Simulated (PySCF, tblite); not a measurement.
# C₅H₁₇NSi₂: geometry, infrared bands and NMR shifts

What infrared bands and NMR shifts should C₅H₁₇NSi₂ (`CC(C)(C)[Si@](C)(N)[SiH3]`) show?

Programs: tblite 0.8.0 and PySCF 2.14.0, with density-fitted response routines of our own. Each step states its level of theory. These are calculated values for one molecule in the gas phase, unless marked as measured. Atoms are numbered from 0 throughout.

## Step 1: The molecule as given

25 atoms, charge 0, multiplicity 1; geometry from: force field or distance geometry start.

Bonds of the start (Å): C0–C1 1.53, C1–C2 1.55, C1–C3 1.55, C1–Si4 2.03, Si4–C5 1.87, Si4–N6 1.70, Si4–Si7 2.36, C0–H8 1.09, C0–H9 1.11, C0–H10 1.09, C2–H11 1.11, C2–H12 1.10, C2–H13 1.10, C3–H14 1.10, C3–H15 1.09, C3–H16 1.11, C5–H17 1.09, C5–H18 1.09, C5–H19 1.10, N6–H20 1.02, N6–H21 1.02, Si7–H22 1.49, Si7–H23 1.49, Si7–H24 1.49.

## Step 2: Relaxing the molecule with GFN2-xTB

The job: settings as JSON, then the geometry in Å.

```
{"job": {"kind": "relax", "xc": "GFN2-xTB", "basis": "xTB"}, "charge": 0, "multiplicity": 1}
C     -1.271100     0.769000    -1.306900
C     -0.955700     0.167100     0.065500
C     -1.843100    -1.079200     0.298600
C     -1.257600     1.209700     1.167800
Si     0.993100    -0.399300     0.160700
C      1.326200    -1.635600    -1.200500
N      1.269200    -1.117700     1.681100
Si     2.354700     1.494400    -0.228900
H     -1.076400     0.060100    -2.116900
H     -2.342600     1.049300    -1.361300
H     -0.698300     1.675200    -1.504000
H     -2.915900    -0.802200     0.250600
H     -1.682800    -1.534200     1.284500
H     -1.675800    -1.842500    -0.471800
H     -2.316800     1.501900     1.155000
H     -0.668200     2.116500     1.062100
H     -1.047600     0.809200     2.179800
H      1.129200    -1.215600    -2.186100
H      0.702700    -2.520500    -1.076600
H      2.380800    -1.960500    -1.174000
H      0.668400    -1.929400     1.818900
H      1.037500    -0.476000     2.443000
H      3.791200     1.113200    -0.212700
H      1.994200     2.070700    -1.555000
H      2.093800     2.500400     0.836300
```

Started as:

```sh
$ OMP_NUM_THREADS=1 python probes_run.py task.json out
```

The driver reads the jobs from task.json and runs them one after another.

**Question.** This job is followed by: GFN2-xTB harmonic vibrations, gas phase; GIAO PBE0/pcSseg-1 NMR shielding, non-relativistic, gas phase. What will the session give for the following? strongest single infrared mode (GFN2-xTB); zero-point energy (GFN2-xTB); 13C shifts against TMS (PBE0/pcSseg-1, means over atoms taken as alike); 1H shifts against TMS (PBE0/pcSseg-1, means over atoms taken as alike); 29Si shifts against TMS (PBE0/pcSseg-1); 15N shifts against NH3 (PBE0/pcSseg-1).

As calculated:

| quantity | value |
| --- | --- |
| strongest single infrared mode (GFN2-xTB) | 790 cm⁻¹, 741 km/mol |
| zero-point energy (GFN2-xTB) | 130.0 kcal/mol |
| 13C shifts against TMS (PBE0/pcSseg-1, means over atoms taken as alike) | 28.0, 25.2, -4.3 ppm |
| 1H shifts against TMS (PBE0/pcSseg-1, means over atoms taken as alike) | 3.29, 0.90, 0.22, 0.19 ppm |
| 29Si shifts against TMS (PBE0/pcSseg-1) | 2.5, -127.6 ppm |
| 15N shifts against NH3 (PBE0/pcSseg-1) | 13.2 ppm |

What this shows: The optimisation took 59 steps and gained 0.313 eV; among the close pairs (by a distance rule), C1–Si4 changed most, from 2.032 to 1.943 Å. The lowest mode is imaginary (31i cm⁻¹), so the xTB geometry is not a minimum. The strongest single mode, at 790 cm⁻¹, is spread over several atoms, H24, H23, H22 among them. Unscaled tight-binding wavenumbers are off by several per cent, some by more. Its intensities can rank the bands wrongly. At PBE0/pcSseg-1: Shielding is most anisotropic at N6 (span 58 ppm, paramagnetic term -65 ppm).
